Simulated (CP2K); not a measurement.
## Ta3N under changes of volume

One of the cells (14.978 Å³/atom); the others are scaled copies at fixed shape and fractional positions:

```
Ta N
1.0
     3.03222    0.00000    0.00000
    -1.51611    2.62598    0.00000
     0.00000    0.00000    7.52414
Ta N
3 1
Direct
  0.66667 0.33333 0.82607
  0.33333 0.66667 0.17393
  0.00000 0.00000 0.50000
  0.00000 0.00000 0.00000
```

The cell comes from a database or a generator and needn't be the stable form of this composition.

* Program: CP2K 2026.2
* Functional: PBEsol
* Potentials or basis: POTENTIAL_UZH Ta GTH-PBE-q13, N GTH-PBE-q5; TZVP-MOLOPT-PBE-GTH basis
* Density cutoff: 6123 eV
* k mesh: 10 × 10 × 4
* Occupations: fermi-dirac, width 0.05 eV
* Spin: no spin polarisation

| volume (Å³/atom) | energy over the lowest point (meV/atom) | pressure (GPa) | largest force (eV/Å) |
| --- | --- | --- | --- |
| 14.079 | 8.70 | 7.7 | 0.069 |
| 14.379 | 0.00 | 1.8 | 0.210 |
| 14.678 | 1.83 | -3.6 | 0.336 |
| 14.978 | ? | ? | ? |
| 15.277 | 33.05 | -12.8 | 0.552 |
| 15.577 | 60.66 | -16.7 | 0.645 |
| 15.877 | 95.24 | -20.2 | 0.728 |

Q: What does the run at 14.978 Å³/atom give?

A: Energy over the lowest point 13.16 meV/atom; pressure -8.4 GPa; largest force 0.449 eV/Å.

Worked out: A Birch-Murnaghan fit of order 3 (a polynomial in V^(-2/3)) to the other rows has its minimum at 14.47 Å³/atom with B0 = V·E''(V) = 263 GPa and B' = 4.1 at fixed shape and positions, which overstates the stiffness. It gives 13.19 meV/atom at 14.978 Å³/atom, against the run's 13.16, and -dE/dV = -8.4 GPa, against -8.4.

Energies are extrapolated to zero smearing.

Caveats: the potentials were made for another functional, which shifts forces and pressure; the basis of atomic orbitals isn't converged, which shifts pressures, moduli and gaps.
